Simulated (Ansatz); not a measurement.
# CsPbCl3: the cost of one run

Computed with Ansatz 0.2.0 (plane waves, PAW, unless a step's input says otherwise).

2 further runs of the same task are left out: 2 that didn't finish.

## 1. Starting point

It takes space group Pm-3m (No. 221, cubic). The conventional cell has a = 5.677 Å, b = 5.677 Å, c = 5.677 Å, α = 90.00°, β = 90.00°, γ = 90.00°. Around Cs (site symmetry m-3m) lie 12 Cl at 4.01 Å. Pb (site symmetry m-3m) is surrounded by 6 Cl at 2.84 Å. Cl (site symmetry 4/mmm) is surrounded by 2 Pb at 2.84 Å and 4 Cs at 4.01 Å.

Coordinates:

```cif
data_structure
_symmetry_space_group_name_H-M 'Pm-3m'
_symmetry_Int_Tables_number 221
_cell_length_a 5.6767
_cell_length_b 5.6767
_cell_length_c 5.6767
_cell_angle_alpha 90.000
_cell_angle_beta 90.000
_cell_angle_gamma 90.000
_cell_volume 182.93
loop_
_atom_site_label
_atom_site_type_symbol
_atom_site_symmetry_multiplicity
_atom_site_Wyckoff_symbol
_atom_site_fract_x
_atom_site_fract_y
_atom_site_fract_z
_atom_site_occupancy
Cs1 Cs 1 a 0.00000 0.00000 0.00000 1
Pb1 Pb 1 b 0.50000 0.50000 0.50000 1
Cl1 Cl 3 c 0.50000 0.50000 0.00000 1
```

Cell and atoms come from an earlier r2SCAN relaxation. No run includes spin-orbit coupling, which matters for Cs, Pb.

## 2. PBE, anion s p, 4×4×4

Contents of input.yaml:

```yaml
crystal:
  lattice:
    - [5.676729525, 0.0, 0.0]
    - [0.0, 5.676729525, 0.0]
    - [0.0, 0.0, 5.676729525]
  atoms:
    - { symbol: Cs, position: [0.0, 0.0, 0.0] }
    - { symbol: Pb, position: [0.5, 0.5, 0.5] }
    - { symbol: Cl, position: [0.5, 0.5, 0.0] }
    - { symbol: Cl, position: [0.0, 0.5, 0.5] }
    - { symbol: Cl, position: [0.5, 0.0, 0.5] }
kpoints:
  mp_grid: { grid: [4, 4, 4] }
  band_path:
    path:
      - [[0.0, 0.0, 0.0], [1.11905159466e-69, 0.5, 2.827229328538e-35], [0.5, 0.5, 1.074347144844e-34], [0.0, 0.0, 0.0], [0.5, 0.5, 0.5], [1.11905159466e-69, 0.5, 2.827229328538e-35]]
      - [[0.5, 0.5, 0.5], [0.5, 0.5, 1.074347144844e-34]]
    npoints: 10
hamiltonian:
  xc: pbe
scf:
  occupations: { method: fixed }
  n_extra_bands: 6
output:
  forces: false
  stress: false
  eigenvalues: true
  wannier:
    kmesh: [4, 4, 4]
    projections:
      - { species: Cl, l: s, shell: 3 }
      - { species: Cl, l: p, shell: 3 }
      - { species: Pb, l: s, shell: 6 }
      - { species: Pb, l: p, shell: 6 }
    minimise: true
    write_hr: true
    conv_tol: 1.0e-08
    max_iter: 3000
  write_density: true
  write_potential: true
  elf: true
  volumetric_format: npy
```

Started as:

```bash
$ ansatz run input.yaml --threads 4 --pin off --max-ram 5529MiB --backend cpu --events-out ev --progress --plain --runs-dir out
```

Q: Estimate wall time and peak memory on 4 threads of Arm Neoverse V1, shared host.

About 7.7 s, with a peak of 0.53 GiB.
